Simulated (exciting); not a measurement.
# Mg2Al (F-43m) in exciting: reference runs

Reference runs on Mg2Al: the cell as given.

All numbers are computed with exciting (release sodium); they aren't measurements. Logs are shortened: lines on timing, memory, paths and dates and some standing lists are left out, and cuts for length are marked.

### Step 1. The structure

It takes space group F-43m (No. 216, cubic). Conventional cell: a = 5.684 Å, b = 5.684 Å, c = 5.684 Å, α = 90.00°, β = 90.00°, γ = 90.00°. Mg (site symmetry -43m) is surrounded by 4 Al at 2.46 Å and 4 Mg at 2.46 Å. Around Mg (site symmetry -43m) lie 4 Mg at 2.46 Å. Al (site symmetry -43m) has 4 Mg at 2.46 Å as nearest neighbours.

The cell was built by a generator and needn't be a form met in nature.

### Step 2. Single point, PBE

Input file input.xml:

```xml
<input>
  <title>Mg2Al</title>
  <structure speciespath="./" tshift="false">
    <crystal scale="1">
      <basevect>0.000000000000 5.370823500033 5.370823500033</basevect>
      <basevect>5.370823500033 0.000000000000 5.370823500033</basevect>
      <basevect>5.370823500033 5.370823500033 0.000000000000</basevect>
    </crystal>
    <species speciesfile="Mg.xml" rmt="2">
      <atom coord="0.750000000000 0.750000000000 0.750000000000"/>
      <atom coord="0.500000000000 0.500000000000 0.500000000000"/>
    </species>
    <species speciesfile="Al.xml" rmt="2">
      <atom coord="0.000000000000 0.000000000000 0.000000000000"/>
    </species>
  </structure>
  <groundstate do="fromscratch" ngridk="8 8 8" rgkmax="7.5" gmaxvr="14" lmaxapw="10" lmaxmat="10" lmaxvr="8" xctype="GGA_PBE" stype="Fermi Dirac" swidth="0.00183747" nempty="12" ValenceRelativity="iora*" epsengy="1e-05" epspot="1e-05" maxscl="60" tforce="true" outputlevel="normal"/>
</input>
```

Potentials or basis: all-electron LAPW+lo, shipped species files, valence relativity iora*.

Started as:

```
> OMP_NUM_THREADS=1 exciting_smp
```

INFO.OUT:

```text
================================================================================
EXCITING SODIUM started
[... 10 lines left out ...]

 Lattice vectors (cartesian) :
      0.0000000000      5.3708235000      5.3708235000
      5.3708235000      0.0000000000      5.3708235000
      5.3708235000      5.3708235000      0.0000000000

 Reciprocal lattice vectors (cartesian) :
     -0.5849368637      0.5849368637      0.5849368637
      0.5849368637     -0.5849368637      0.5849368637
      0.5849368637      0.5849368637     -0.5849368637

 Unit cell volume                           :     309.8508109798
 Brillouin zone volume                      :       0.8005472461

 Species :    1 (Mg)
     parameters loaded from                 :    Mg.xml
     name                                   :    magnesium
     nuclear charge                         :     -12.00000000
     electronic charge                      :      12.00000000
     atomic mass                            :   44305.30463000
     muffin-tin radius                      :       2.00000000
     # of radial points in muffin-tin       :     300

     atomic positions (lattice) :
       1 :   0.75000000  0.75000000  0.75000000
       2 :   0.50000000  0.50000000  0.50000000

 Species :    2 (Al)
     parameters loaded from                 :    Al.xml
     name                                   :    aluminium
     nuclear charge                         :     -13.00000000
     electronic charge                      :      13.00000000
     atomic mass                            :   49184.33493000
     muffin-tin radius                      :       2.00000000
     # of radial points in muffin-tin       :     300

     atomic positions (lattice) :
       1 :   0.00000000  0.00000000  0.00000000

 Total number of atoms per unit cell        :       3

 Spin treatment                             :    spin-unpolarised

 Number of Bravais lattice symmetries       :      48
 Number of crystal symmetries               :      24

 k-point grid                               :       8    8    8
 Total number of k-points                   :      43
 k-point set is reduced with crystal symmetries

 R^MT_min * |G+k|_max (rgkmax)              :       7.50000000
 Species with R^MT_min                      :       1 (Mg)
 Maximum |G+k| for APW functions            :       3.75000000
 Maximum |G| for potential and density      :      14.00000000

 G-vector grid sizes                        :      36    36    36
 Total number of G-vectors                  :   14331

 Maximum angular momentum used for
     APW functions                          :      10
     computing H and O matrix elements      :      10
     potential and density                  :       8
     inner part of muffin-tin               :       2

 Total nuclear charge                       :     -37.00000000
 Total electronic charge                    :      37.00000000
 Total core charge                          :       8.00000000
 Total valence charge                       :      29.00000000

 Number of empty states                     :      12
 Total number of valence states             :      27

 Maximum Hamiltonian size                   :     313
 Maximum number of plane-waves              :     290
 Total number of local-orbitals             :      23

 Exchange-correlation type                  :      20
     Perdew-Burke-Ernzerhof, Phys. Rev. Lett. 77, 3865 (1996)
     Generalised gradient approximation (GGA)

[... 20 lines left out ...]
+ SCF iteration number :    1                                                  +
++++++++++++++++++++++++++++++++++++++++++++++++++++++++++++++++++++++++++++++++
 Total energy                               :      -643.67504525
 _______________________________________________________________
 Fermi energy                               :         0.24270112
 Kinetic energy                             :       645.84886544
 Coulomb energy                             :     -1237.72201315
 Exchange energy                            :       -50.36994475
 Correlation energy                         :        -1.43195279

 DOS at Fermi energy (states/Ha/cell)       :        37.72926268

 Electron charges :
     core                                   :         8.00000000
     core leakage                           :         0.00137687
     valence                                :        29.00000000
     interstitial                           :         4.93375425
     charge in muffin-tin spheres :
                  atom     1    Mg          :        10.57356798
                  atom     2    Mg          :        10.41830985
                  atom     3    Al          :        11.07436792
     total charge in muffin-tins            :        32.06624575
     total charge                           :        37.00000000

++++++++++++++++++++++++++++++++++++++++++++++++++++++++++++++++++++++++++++++++
+ SCF iteration number :    2                                                  +
++++++++++++++++++++++++++++++++++++++++++++++++++++++++++++++++++++++++++++++++
 Total energy                               :      -643.50239460
 _______________________________________________________________
 Fermi energy                               :         0.24372665
 Kinetic energy                             :       645.81669121
 Coulomb energy                             :     -1237.52957826
 Exchange energy                            :       -50.35716036
 Correlation energy                         :        -1.43234720

 DOS at Fermi energy (states/Ha/cell)       :        37.41972170

 Electron charges :
     core                                   :         8.00000000
     core leakage                           :         0.00138463
     valence                                :        29.00000000
     interstitial                           :         4.94009507
     charge in muffin-tin spheres :
                  atom     1    Mg          :        10.57424147
                  atom     2    Mg          :        10.43033984
                  atom     3    Al          :        11.05532361
     total charge in muffin-tins            :        32.05990493
     total charge                           :        37.00000000
[... 516 lines left out ...]
++++++++++++++++++++++++++++++++++++++++++++++++++++++++++++++++++++++++++++++++
+ SCF iteration number :   20                                                  +
++++++++++++++++++++++++++++++++++++++++++++++++++++++++++++++++++++++++++++++++
 Total energy                               :      -643.36401993
 _______________________________________________________________
 Fermi energy                               :         0.24438698
 Kinetic energy                             :       645.60278874
 Coulomb energy                             :     -1237.19493600
 Exchange energy                            :       -50.33894861
 Correlation energy                         :        -1.43292406

 DOS at Fermi energy (states/Ha/cell)       :        34.78654290

 Electron charges :
     core                                   :         8.00000000
     core leakage                           :         0.00138266
     valence                                :        29.00000000
     interstitial                           :         4.94728117
     charge in muffin-tin spheres :
                  atom     1    Mg          :        10.57373216
                  atom     2    Mg          :        10.44941409
                  atom     3    Al          :        11.02957258
     total charge in muffin-tins            :        32.05271883
     total charge                           :        37.00000000

 RMS change in effective potential (target) :  0.167480E-06  ( 0.100000E-04)
 Absolute change in total energy   (target) :  0.238242E-06  ( 0.100000E-04)
 Charge distance                   (target) :  0.359325E-07  ( 0.100000E-04)
 Abs. change in max-nonIBS-force   (target) :   0.00000      ( 0.500000E-04)

++++++++++++++++++++++++++++++++++++++++++++++++++++++++++++++++++++++++++++++++
| Convergency criteria checked for the last 2 iterations                       +
| Convergence targets achieved. Performing final SCF iteration                 +
++++++++++++++++++++++++++++++++++++++++++++++++++++++++++++++++++++++++++++++++
 Total energy                               :      -643.36402054
 _______________________________________________________________
 Fermi energy                               :         0.24438699
 Kinetic energy                             :       645.60278886
 Coulomb energy                             :     -1237.19493668
 Exchange energy                            :       -50.33894866
 Correlation energy                         :        -1.43292406

 DOS at Fermi energy (states/Ha/cell)       :        34.78658181

 Electron charges :
     core                                   :         8.00000000
     core leakage                           :         0.00138266
     valence                                :        29.00000000
     interstitial                           :         4.94728118
     charge in muffin-tin spheres :
                  atom     1    Mg          :        10.57373217
                  atom     2    Mg          :        10.44941410
                  atom     3    Al          :        11.02957255
     total charge in muffin-tins            :        32.05271882
     total charge                           :        37.00000000

++++++++++++++++++++++++++++++++++++++++++++++++++++++++++++++++++++++++++++++++
+ Self-consistent loop stopped                                                 +
++++++++++++++++++++++++++++++++++++++++++++++++++++++++++++++++++++++++++++++++
 STATE.OUT is written

--------------------------------------------------------------------------------
- Writing atomic positions and forces                                          -
--------------------------------------------------------------------------------

 Atomic positions (lattice) :
 atom     1  Mg  :     0.75000000    0.75000000    0.75000000
 atom     2  Mg  :     0.50000000    0.50000000    0.50000000
 atom     3  Al  :     0.00000000    0.00000000    0.00000000

 Total atomic forces including IBS (cartesian) :
 atom     1  Mg  :    -0.00000000    0.00000000    0.00000000
 atom     2  Mg  :     0.00000000   -0.00000000   -0.00000000
 atom     3  Al  :    -0.00000000    0.00000000   -0.00000000

 Atomic force components including IBS (cartesian) :
 atom     1  Mg  :     0.00000000   -0.00000000    0.00000000   HF force
                 :     0.00000000   -0.00000000   -0.00000000   core correction
                 :     0.00000000    0.00000000   -0.00000000   IBS correction
 atom     2  Mg  :     0.00000000   -0.00000000   -0.00000000   HF force
                 :    -0.00000000    0.00000000    0.00000000   core correction
                 :    -0.00000000   -0.00000000    0.00000000   IBS correction
 atom     3  Al  :    -0.00000000    0.00000000   -0.00000000   HF force
                 :    -0.00000000   -0.00000000    0.00000000   core correction
                 :    -0.00000000   -0.00000000    0.00000000   IBS correction

********************************************************************************
* Groundstate module stopped                                                   *
********************************************************************************

================================================================================
| EXCITING SODIUM stopped                                                      =
================================================================================
```

It took 2.2 min on 1 thread of Arm Neoverse V2, shared host; peak memory 0.15 GiB.

Results:

```yaml
Free_energy: -17506.8373 eV
Band_gap_on_the_k_mesh: none (metal or under the smearing width)
All_electrons_inside_the_program's_atomic_spheres: Mg 10.57, 10.45; Al 11.03 (radii Mg 2.0, Al 2.0 bohr)
```

Caveat: the log's total energy holds no entropy term; the free energy is that total less TS from the occupations.
